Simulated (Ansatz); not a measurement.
# ClGeH5OSi, SMILES [OH][GeH]([SiH3])[Cl]: a rigid scan of one bond length

With the Ansatz DFT code, driven from Python.

At the Python prompt:
```pycon
>>> import ansatz as az
>>> import numpy as np
>>> BASIS = 'def2-SVP'
>>> FUNCTIONAL = 'HF'
>>> GEOMETRY = '''
... O    -1.66940   -1.33810    0.10640
... Ge    0.04280   -1.00100    0.09680
... Si    0.42780    1.21360   -0.45930
... Cl    0.92150   -1.40580    2.06170
... H    -2.07310   -0.68110    0.76220
... H     0.72670   -1.90530   -0.94660
... H     1.93790    1.45510   -0.43480
... H    -0.04200    1.51360   -1.78930
... H    -0.18370    2.10270    0.58590
... '''
>>> molecule = az.Crystal.molecule()
>>> for line in GEOMETRY.strip().splitlines():
...     symbol, *xyz = line.split()
...     molecule = molecule.atom(symbol, [float(v) for v in xyz])
...
>>> symbols = [site.symbol for site in molecule.cartesian_sites]
>>> start = np.array([site.position_ang for site in molecule.cartesian_sites])
>>> axis = (start[8] - start[2]) / np.linalg.norm(start[8] - start[2])
>>> moving = [8]
>>> lengths, energies = [1.322, 1.382, 1.442, 1.502, 1.562, 1.622, 1.683, 1.773], []
>>> for length in lengths:
...     xyz = start.copy()
...     xyz[moving] += (length - np.linalg.norm(start[8] - start[2])) * axis
...     point = az.Crystal.molecule()
...     for symbol, place in zip(symbols, xyz):
...         point = point.atom(symbol, place.tolist())
...     calc = (
...         point.calculation()
...         .basis(gaussian=BASIS)
...         .functional(FUNCTIONAL)
...     )
...     data = calc.run().report
...     energies.append(data['free_energy_ev'])
...     print(f'r = {length:6.3f} A  E = {energies[-1]:.5f} eV  <S^2> = {abs(data["mean_field"]["state"]["spin_squared"]):.3f}')
...
r =  1.322 A  E = -78941.72181 eV  <S^2> = 0.000
r =  1.382 A  E = -78941.92670 eV  <S^2> = 0.000
r =  1.442 A  E = -78942.02440 eV  <S^2> = 0.000
r =  1.502 A  E = -78942.03846 eV  <S^2> = 0.000
r =  1.562 A  E = -78941.98776 eV  <S^2> = 0.000
r =  1.622 A  E = -78941.88734 eV  <S^2> = 0.000
r =  1.683 A  E = -78941.74653 eV  <S^2> = 0.000
r =  1.773 A  E = -78941.48763 eV  <S^2> = 0.000
>>> # quartic fit about the minimum
>>> fit = np.polynomial.Polynomial.fit(lengths, np.array(energies) - min(energies), 4).convert()
>>> roots = [r.real for r in fit.deriv().roots() if abs(r.imag) < 1e-9 and fit.deriv(2)(r.real) > 0]
>>> r_e = min(roots, key=lambda r: abs(r - lengths[int(np.argmin(energies))]))
>>> print(f'minimum of the fit at {r_e:.4f} A, force constant {fit.deriv(2)(r_e):.2f} eV/A^2')
minimum of the fit at 1.4830 A, force constant 19.56 eV/A^2
```

Notes:
- The settings weren't tested for convergence.
- The rest of the molecule is held rigid at a force-field or estimated start geometry, and the basis set is modest; single-reference methods fail as a bond breaks.
- Hartree-Fock leaves correlation out, so bond, atomisation and ionisation energies come out well too low.
- The orbitals are restricted, so S² is zero by construction.
- Hardware and time: 14 s on 1 thread of Intel(R) Xeon(R) Processor @ 2.30GHz, with other jobs on the host, peak memory 0.32 GiB.
